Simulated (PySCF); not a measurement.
# TcSI₂: structure of the doublet

The task is one start of a wider search on TcSI₂: the doublet, from a PBE0 minimum start. It is relaxed, tested by its Hessian and followed downhill if it is a saddle.

Program: PySCF 2.14.0. Level of theory: PBE0, basis Tc def2-SVP with ECP28, S def2-SVP, I def2-SVP with ECP28, scalar-relativistic core potentials, no spin–orbit coupling, density fitting. These are calculated values, not measurements.

### Step 1. Where the work starts

4 atoms, charge 0, spin multiplicity 2.

Bond lengths: Tc1–S2 2.026 Å, Tc1–I3 2.540 Å, Tc1–I4 2.540 Å. Angles: S2–Tc1–I3 118.1°, S2–Tc1–I4 118.1°, I3–Tc1–I4 123.8°.

```xyz
4
charge 0 multiplicity 2
Tc    0.0000    0.0000    0.6202
S     0.0000    0.0000    2.6461
I    -2.2407    0.0000   -0.5750
I     2.2407    0.0000   -0.5750
```

### Step 2. First SCF at the start

The steps below are one call of a driver around PySCF. For each, scf.py gives the equivalent set-up of the SCF; relaxations use the driver's own optimiser. After this first run the driver tries any further starts and a stability analysis.

The input, scf.py:

```python
from pyscf import gto, scf, dft
mol = gto.M(atom='''
Tc    -0.000000     0.000000     0.620200
S     -0.000000     0.000000     2.646060
I     -2.240710     0.000000    -0.575010
I      2.240710     0.000000    -0.575010''',
    basis={'Tc': 'def2-SVP', 'S': 'def2-SVP', 'I': 'def2-SVP'},
    ecp={'Tc': 'def2-SVP', 'I': 'def2-SVP'},
    charge=0, spin=1)
mf = dft.UKS(mol, xc='PBE0')
mf.grids.atom_grid = (50, 194)
aux = {'Tc': 'def2-universal-JKFIT', 'S': 'def2-universal-JKFIT', 'I': 'def2-universal-JKFIT'}
mf = mf.density_fit(auxbasis=aux)
mf.conv_tol = 1e-08
mf.diis_space = 10
mf.max_cycle = 60
mf.init_guess = 'huckel'
mf.verbose = 4
mf.kernel()
```

Launch:

```bash
$ OMP_NUM_THREADS=4 python axn.py task.json out
```

After this run come: PBE0 minimum start, doublet: relaxation; Is it a minimum? Harmonic modes.

**Question.** What will these runs give? Wanted: minimum; geometry; wavenumbers; dipole moment; highest occupied, lowest empty level; polar-tensor charge of Tc1; zero-point energy; atomisation energy; ⟨S²⟩.

As calculated:

```
                                          quantity                                                               value
                                           minimum                                                        doublet, C2v
                                          geometry  Tc–I 2.549 Å (×2), Tc–S 2.040 Å; I–Tc–I 126.7°, I–Tc–S 116.6° (×2)
                                wavenumbers (cm⁻¹)                                          55, 57, 103, 197, 289, 582
                                     dipole moment                                                              0.07 D
highest occupied, lowest empty level (either spin)                                                     -6.90, -3.97 eV
                        polar-tensor charge of Tc1                                                             +1.14 e
                                 zero-point energy                                                          7.7 kJ/mol
                               entropy at 298.15 K                                                     386.5 J/(mol K)
         atomisation energy (no zero-point energy)                                                          920 kJ/mol
                                              ⟨S²⟩                                                               1.344
```

In words: The PBE0 minimum start keeps its C2v symmetry and ends in a minimum. The determinant is spin-contaminated (⟨S²⟩ = 1.34 against 0.75), so it is no pure spin state. The strongest infrared band lies at 582 cm⁻¹ (stretch). Most of the spin sits on Tc1 (Mulliken spin 1.12, against 1 for the whole molecule). The first SCF alone would have been 7 kJ/mol too high. Only this shape and spin were tried, so other structures or states may lie lower. The SCF density has lower symmetry than the nuclear frame. One determinant may miss the lowest occupation of an open d or f shell. With an element this heavy the missing spin–orbit coupling can shift these numbers.
